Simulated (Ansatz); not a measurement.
**K2PdC2: an energy map of one atom**

The task, for K2PdC2: map the energy of atom 1 (K) over a plane.

Computed with Ansatz 0.2.0 (DFT LDA, scalar-relativistic, plane waves, PAW, unless a step's input says otherwise).

**1. The starting structure**

It takes space group P-3m1 (No. 164, trigonal). Conventional cell: a = 5.118 Å, b = 5.118 Å, c = 5.258 Å, α = 90.00°, β = 90.00°, γ = 120.00°. Around K (site symmetry 3m) lie 6 C at 3.00 to 3.45 Å and 3 Pd at 3.30 Å. Around Pd (site symmetry -3m) lie 2 C at 2.00 Å. Around C (site symmetry 3m) lie 1 C at 1.26 Å.

As a file:

```xyz
5
Lattice="5.1182 0.0000 0.0000 -2.5591 4.4325 0.0000 0.0000 0.0000 5.2581" Properties=species:S:1:pos:R:3 pbc="T T T"
K     2.5591    1.4775    3.7869
K     0.0000    2.9550    1.4712
Pd    0.0000    0.0000    0.0000
C     0.0000    0.0000    3.2611
C     0.0000    0.0000    1.9971
```

It goes back to an entry of the Materials Project, which need not be the stable form.

The cell is taken as given, not relaxed at this level.

**2. The reference cell**

The reference gives a free energy of -10322.7451 eV, pressure -2.60 GPa, largest force 0.337 eV/Å and gap on the mesh 1.34 eV. It was computed beforehand with the settings of the runs below.

**3. Next: an energy map of one atom**

Atom 1 (K) is moved by p along (0.707, 0.707, 0.000) and q along (0.000, 0.000, 1.000) (Å), all else fixed; its images in the other cells move with it. Points alike by symmetry are run once.

**4. p = -0.200, q = -0.200**

input.yaml reads:

```yaml
crystal:
  lattice:
    - [5.1181840614, 0.0, 0.0]
    - [-2.5590920307, 4.4324774185, 0.0]
    - [0.0, 0.0, 5.25813718]
  atoms:
    - { symbol: K, position: [0.623082651, 0.3014276195, 0.6821619258] }
    - { symbol: K, position: [0.3333333333, 0.6666666667, 0.27980179] }
    - { symbol: Pd, position: [0.0, 0.0, 0.0] }
    - { symbol: C, position: [0.0, 0.0, 0.62019678] }
    - { symbol: C, position: [0.0, 0.0, 0.37980322] }
basis:
  ecutwfc: 420
kpoints:
  mp_grid: { grid: [6, 6, 6] }
hamiltonian:
  xc: lda
scf:
  occupations: { method: gaussian, width: 0.05 }
output:
  forces: true
  stress: true
  eigenvalues: true
```

**5. At p = -0.200, q = 0.000**

Changes to input.yaml since step 4:

```diff
@@ -6,3 +6,3 @@
   atoms:
-    - { symbol: K, position: [0.623082651, 0.3014276195, 0.6821619258] }
+    - { symbol: K, position: [0.623082651, 0.3014276195, 0.72019821] }
     - { symbol: K, position: [0.3333333333, 0.6666666667, 0.27980179] }
```

**6. Point p = -0.200, q = 0.200**

Changes to input.yaml since step 5:

```diff
@@ -6,3 +6,3 @@
   atoms:
-    - { symbol: K, position: [0.623082651, 0.3014276195, 0.72019821] }
+    - { symbol: K, position: [0.623082651, 0.3014276195, 0.7582344942] }
     - { symbol: K, position: [0.3333333333, 0.6666666667, 0.27980179] }
```

**7. At p = 0.000, q = -0.200**

Changes to input.yaml since step 6:

```diff
@@ -6,3 +6,3 @@
   atoms:
-    - { symbol: K, position: [0.623082651, 0.3014276195, 0.7582344942] }
+    - { symbol: K, position: [0.6666666667, 0.3333333333, 0.6821619258] }
     - { symbol: K, position: [0.3333333333, 0.6666666667, 0.27980179] }
```

**8. p = 0.000, q = 0.200**

Changes to input.yaml since step 7:

```diff
@@ -6,3 +6,3 @@
   atoms:
-    - { symbol: K, position: [0.6666666667, 0.3333333333, 0.6821619258] }
+    - { symbol: K, position: [0.6666666667, 0.3333333333, 0.7582344942] }
     - { symbol: K, position: [0.3333333333, 0.6666666667, 0.27980179] }
```

**9. p = 0.200, q = -0.200**

Changes to input.yaml since step 8:

```diff
@@ -6,3 +6,3 @@
   atoms:
-    - { symbol: K, position: [0.6666666667, 0.3333333333, 0.7582344942] }
+    - { symbol: K, position: [0.7102506823, 0.3652390472, 0.6821619258] }
     - { symbol: K, position: [0.3333333333, 0.6666666667, 0.27980179] }
```

**10. Point p = 0.200, q = 0.000**

Changes to input.yaml since step 9:

```diff
@@ -6,3 +6,3 @@
   atoms:
-    - { symbol: K, position: [0.7102506823, 0.3652390472, 0.6821619258] }
+    - { symbol: K, position: [0.7102506823, 0.3652390472, 0.72019821] }
     - { symbol: K, position: [0.3333333333, 0.6666666667, 0.27980179] }
```

(Steps that only read results are left out.)

Before running it: what results should come out? Wanted: highest point; lowest point away from the origin.

**Answer**, as computed:

```
                         quantity                                       value
                    highest point  0.061 eV/cell at (p, q) = (-0.200, -0.200)
lowest point away from the origin             0.009 eV/cell at (0.000, 0.200)
```

In words: The undisturbed cell is the lowest computed point. The gap on the mesh runs from 1.30 to 1.35 eV over the map.
